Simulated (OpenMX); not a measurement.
Here is an OpenMX 3.8.5 calculation.

File Ru.dat:

```
System.CurrrentDirectory             ./
System.Name                          Ru
DATA.PATH                            ./DFT_DATA13
level.of.stdout                      1
level.of.fileout                     1
Species.Number                       2
<Definition.of.Atomic.Species
  Ru  Ru7.0-s3p2d2           Ru_PBE13
  E   H7.0-s2p1              E
Definition.of.Atomic.Species>

Atoms.Number                         9
Atoms.SpeciesAndCoordinates.Unit     FRAC
<Atoms.SpeciesAndCoordinates
    1  Ru    0.6666666667    0.3333333334    0.2693414064   7.000  7.000
    2  Ru    0.3333333333    0.6666666666    0.3462276043   7.000  7.000
    3  Ru    0.6666666667    0.3333333334    0.4231138021   7.000  7.000
    4  Ru    0.3333333333    0.6666666666    0.5000000000   7.000  7.000
    5  Ru    0.6666666667    0.3333333334    0.5768861979   7.000  7.000
    6  Ru    0.3333333333    0.6666666666    0.6537723957   7.000  7.000
    7  Ru    0.6666666667    0.3333333334    0.7306585936   7.000  7.000
    8  E     0.6666666667    0.3333333334    0.8096654061   0.000  0.000
    9  E     0.6666666667    0.3333333334    0.1903345939   0.000  0.000
Atoms.SpeciesAndCoordinates>

Atoms.UnitVectors.Unit               Ang
<Atoms.UnitVectors
     2.7057993342   -0.0000000000    0.0000000000
    -1.3528996671    2.3432909610    0.0000000000
     0.0000000000    0.0000000000   27.8457000000
Atoms.UnitVectors>

scf.XcType                           GGA-PBE
scf.SpinPolarization                 off
scf.ElectronicTemperature            580.226
scf.energycutoff                     400.0
scf.maxIter                          100
scf.EigenvalueSolver                 band
scf.Kgrid                            11 11 1
scf.Mixing.Type                      rmm-diisk
scf.Init.Mixing.Weight               0.05
scf.Min.Mixing.Weight                0.001
scf.Max.Mixing.Weight                0.3
scf.Mixing.History                   25
scf.Mixing.StartPulay                8
scf.criterion                        1.0e-8
MD.Type                              nomd
```

Potentials or basis: OpenMX 2013 PBE set, Ru7.0-s3p2d2, grid cutoff 400 Ry.

Run with:

```bash
$ openmx Ru.dat -nt 1 > Ru.std
```

Problem. What does it give for the largest force?

Solution. 0.642 eV/Å.

Problem. Estimate the work function.

Solution. 5.05 eV.

Problem. Estimate the band gap on the k mesh.

Solution. None (metal or under the smearing width).

Forces in eV/Å, atoms in the order of the input:
```
Ru   0.000  0.006  0.213
Ru  -0.001 -0.012 -0.641
Ru   0.001  0.013 -0.162
Ru   0.000 -0.013  0.000
Ru   0.001  0.013  0.162
Ru  -0.001 -0.012  0.641
Ru   0.000  0.006 -0.213
```

Caveat: the basis of atomic orbitals isn't converged, which shifts pressures, moduli and gaps.
